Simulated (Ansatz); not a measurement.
# MnS: the cost of one run

Computed with Ansatz 0.2.0 (DFT r²SCAN, scalar-relativistic, plane waves, PAW, unless a step's input says otherwise).

The COD entry's cell or inner coordinates are ideal or old and differ from later refinements, so a difference from it is no clean test against experiment.

## Step 1: The system as given

The structure is cubic, space group Fm-3m (No. 225). The conventional cell has a = 5.220 Å, b = 5.220 Å, c = 5.220 Å, α = 90.00°, β = 90.00°, γ = 90.00°. Mn (site symmetry m-3m) is surrounded by 6 S at 2.61 Å. S (site symmetry m-3m) is surrounded by 6 Mn at 2.61 Å.

Coordinates:

```cif
data_structure
_symmetry_space_group_name_H-M 'P 1'
_symmetry_Int_Tables_number 1
_cell_length_a 3.6912
_cell_length_b 3.6912
_cell_length_c 3.6912
_cell_angle_alpha 60.000
_cell_angle_beta 60.000
_cell_angle_gamma 60.000
_cell_volume 35.56
loop_
_atom_site_label
_atom_site_type_symbol
_atom_site_fract_x
_atom_site_fract_y
_atom_site_fract_z
_atom_site_occupancy
Mn1 Mn 0.00000 0.00000 0.00000 1
S1 S 0.50000 0.50000 0.50000 1
```

This cell comes from an earlier session at r²SCAN: 17.781 Å³/atom at 0.08 GPa, on a 12×12×12 mesh.

## Step 2: Ferromagnetic, larger cell

The input, input.yaml:

```yaml
crystal:
  lattice:
    - [-2.6100487659, -2.6100487659, 5.2200975318]
    - [-5.2200975318, -2.6100487659, 2.6100487659]
    - [-2.6100487659, -5.2200975318, 2.6100487659]
  atoms:
    - { symbol: Mn, position: [0.0, 0.0, 0.0], spin: 5.0 }
    - { symbol: S, position: [1.25, -0.75, -0.75] }
    - { symbol: Mn, position: [0.5, 0.5, 0.5], spin: 5.0 }
    - { symbol: S, position: [1.75, -0.25, -0.25] }
basis:
  ecutwfc: 500
  ecutrho_ratio: 4
kpoints:
  mp_grid: { grid: [8, 8, 8] }
hamiltonian:
  xc: r2scan
scf:
  occupations: { method: gaussian, width: 0.05 }
  lower_state_search: "off"
output:
  forces: true
  stress: true
  eigenvalues: true
  populations: true
magnetization:
  spin_polarized: true
```

On the command line:

```console
$ ansatz run input.yaml --threads 2 --pin off --max-ram 5120MiB --backend cpu --events-out ev --progress --plain --runs-dir out
```

**Question.** How long does this run take on 2 threads of Arm Neoverse V1, shared host, and how much memory does it need?

About 34 s, with a peak of 0.68 GiB.
